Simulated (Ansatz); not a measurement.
# C6H12O: vertical ionisation energy

How much energy removes an electron from C6H12O at fixed geometry? The cation is run at each level and the neutral's energy taken from earlier runs.

Computed with Ansatz 0.2.0, Gaussian basis. Level: unrestricted cation, the program's frozen cores in correlated methods.

Plan: UKS PBE-D4/def2-TZVPP; UKS r2SCAN-D4/def2-TZVPP; UKS PBE0-D4/def2-TZVPP; UKS B3LYP-D4/def2-TZVPP; UKS wB97X-V/def2-TZVPP; UKS wB97M-V/def2-TZVPP; UKS B2PLYP/def2-TZVPP; UHF-CCSD(T)/def2-TZVPP; UHF-MP2/def2-QZVPP; extrapolation to the limit; then −ε(HOMO) from the neutral's earlier runs with LDA (SPW92), PBE-D4, revPBE-D4, BLYP-D4, r2SCAN-D4, B97M-V, PBE0-D4, B3LYP-D4, r2SCANh-D4, r2SCAN0-D4, HSE06-D4, BHLYP-D4, CAM-B3LYP-D4, LC-ωPBE, ωB97X-V, ωB97M-V.

### Step 1. The relaxed structure

The geometry comes from an earlier relaxation with PBE0-D4 in a triple-zeta def2 set; it is a stationary point, not always the lowest conformer.

SMILES `CCC(C)C(C)=O`, 19 atoms, charge 0, spin multiplicity 1.

Atoms are counted from 1 here; the program's logs count them from 0.

Bond lengths: C1–C2 1.519 Å, C1–H8 1.092 Å, C1–H9 1.094 Å, C1–H10 1.092 Å, C2–C3 1.521 Å, C2–H11 1.094 Å, C2–H12 1.095 Å, C3–C4 1.530 Å, C3–C5 1.521 Å, C3–H13 1.097 Å, C4–H14 1.092 Å, C4–H15 1.092 Å, C4–H16 1.093 Å, C5–C6 1.504 Å, C5–O7 1.206 Å, C6–H17 1.089 Å, C6–H18 1.093 Å, C6–H19 1.095 Å. Angles: C2–C1–H8 111.2°, C2–C1–H9 111.3°, C2–C1–H10 111.2°, H8–C1–H9 108.1°, H8–C1–H10 107.4°, H9–C1–H10 107.6°, C1–C2–C3 113.4°, C1–C2–H11 109.8°, C1–C2–H12 109.9°, C3–C2–H11 108.3°, C3–C2–H12 108.3°, H11–C2–H12 106.9°, C2–C3–C4 111.6°, C2–C3–C5 111.8°, C2–C3–H13 109.4°, C4–C3–C5 107.5°, C4–C3–H13 108.4°, C5–C3–H13 108.0° and more.

### Step 2. Cation, UKS PBE-D4/def2-TZVPP

Input file in.yaml:

```yaml
crystal:
  periodic: [false, false, false]
  atoms:
    - {symbol: C, position_ang: [2.260861, 0.053309, 0.375930]}
    - {symbol: C, position_ang: [1.211619, -0.789453, -0.327928]}
    - {symbol: C, position_ang: [-0.212989, -0.444424, 0.079942]}
    - {symbol: C, position_ang: [-1.223386, -1.417710, -0.529587]}
    - {symbol: C, position_ang: [-0.602887, 0.957383, -0.362316]}
    - {symbol: C, position_ang: [-1.534950, 1.713677, 0.543518]}
    - {symbol: O, position_ang: [-0.201134, 1.428534, -1.397750]}
    - {symbol: H, position_ang: [2.144982, 1.111911, 0.132041]}
    - {symbol: H, position_ang: [2.192488, -0.054042, 1.462678]}
    - {symbol: H, position_ang: [3.268986, -0.242525, 0.078313]}
    - {symbol: H, position_ang: [1.298516, -0.662407, -1.410686]}
    - {symbol: H, position_ang: [1.382984, -1.850254, -0.116770]}
    - {symbol: H, position_ang: [-0.302105, -0.493034, 1.172598]}
    - {symbol: H, position_ang: [-1.158173, -1.393706, -1.619797]}
    - {symbol: H, position_ang: [-1.014990, -2.436612, -0.196194]}
    - {symbol: H, position_ang: [-2.250807, -1.176234, -0.246236]}
    - {symbol: H, position_ang: [-1.923070, 2.597486, 0.040298]}
    - {symbol: H, position_ang: [-2.355373, 1.077672, 0.885361]}
    - {symbol: H, position_ang: [-0.980593, 2.020442, 1.436605]}
basis:
  gaussian: {orbitals: def2-TZVPP}
total_charge: 1
magnetization: {spin_polarized: true, initial_magnetization: 1}
hamiltonian: {xc: pbe, dispersion: d4}
```

Launch:

```console
$ ansatz run in.yaml --threads 2 --pin off --events-out ev --progress --plain --max-ram 32768MiB --backend cuda --devices 0, --max-vram 18GiB
```

Further steps of the session: Cation, UKS r2SCAN-D4/def2-TZVPP; Cation, UKS PBE0-D4/def2-TZVPP; Cation, UKS B3LYP-D4/def2-TZVPP; Cation, UKS wB97X-V/def2-TZVPP; Cation, UKS wB97M-V/def2-TZVPP; Cation, UKS B2PLYP (frozen core)/def2-TZVPP; Cation, UHF-CCSD(T)/def2-TZVPP; Cation, UHF-MP2/def2-QZVPP.

Before running them: what should the planned runs give, taken together? Wanted: ionisation energy, CCSD(T)/CBS; nearest functional by difference; nearest −ε(HOMO); −ε(HOMO) of PBE; T1 of the cation.

**Answer**, as computed:

| quantity | value |
| --- | --- |
| ionisation energy, CCSD(T)/CBS | 9.51 eV |
| nearest functional by difference | B2PLYP (-0.22 eV) |
| nearest −ε(HOMO) | ωB97X-V (+0.00 eV) |
| −ε(HOMO) of PBE | 5.51 eV |
| T1 of the cation | 0.027 |

**Reading.** Energy differences with functionals land within 0.59 eV of the reference. The PBE orbital energy is 4.0 eV too small: a semilocal HOMO is no ionisation energy. Among orbital estimates ωB97X-V comes nearest. Hartree-Fock falls 1.47 eV short, as the neutral has more correlation energy than the cation. The cation may have settled in a state other than its lowest; no search over hole states beyond the program's own was made.
